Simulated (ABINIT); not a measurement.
GaGe:

```
Ge Ga
1.0
     0.00000    2.89784    2.89784
     2.89784    0.00000    2.89784
     2.89784    2.89784    0.00000
Ge Ga
1 1
Cartesian
  0.0000 0.0000 0.0000
  1.4489 1.4489 1.4489
```

The cell comes from a database or a generator and needn't be the stable form of this composition.

```yaml
Program: ABINIT 10.8.3 (patched build)
Task: phonon dispersion
Functional: PBE
Potentials_or_basis: PseudoDojo NC SR PBE v0.4.1 standard
Cutoff: 1088 eV
k_mesh: 4 × 4 × 4, with 4 shifts
Occupations: fermi-dirac, width 0.05 eV
Spin: no spin polarisation
Stop_of_the_response_cycle_tolvrs: 1e-09
q_mesh: 2 × 2 × 2
Acoustic_sum_rule_asr: 1
```

Task: Is this structure dynamically stable at this level, and how far does the spectrum reach?

Result: No: the interpolated spectrum has imaginary modes, down to 19i cm⁻¹ near q = (0.33, 0.33, 0.67). The highest frequency is 213 cm⁻¹.

Phonon frequencies at the corners of the path (cm⁻¹, interpolated; i marks imaginary ones):
```csv
point,frequencies
Γ,0 0 0 213 213 213
X,47 47 135 137 213 213
W,12 25 142 145 208 209
K,3i 41 128 155 207 210
L,37 37 91 189 197 197
U,3i 41 128 155 207 210
```

Phonon states per cell in windows of 20 cm⁻¹ (negative: imaginary):
```csv
from (cm⁻¹),total
-20,0.11
0,0.34
20,1.17
40,0.43
60,0.09
80,0.23
100,0.42
120,0.22
140,0.21
160,0.39
180,0.45
200,2.02
```

A q mesh this small can miss soft modes between its points.

Caveat: the mesh is coarse for a metal's response; the q mesh is small, so phonon branches between its points and thermal values are rough.
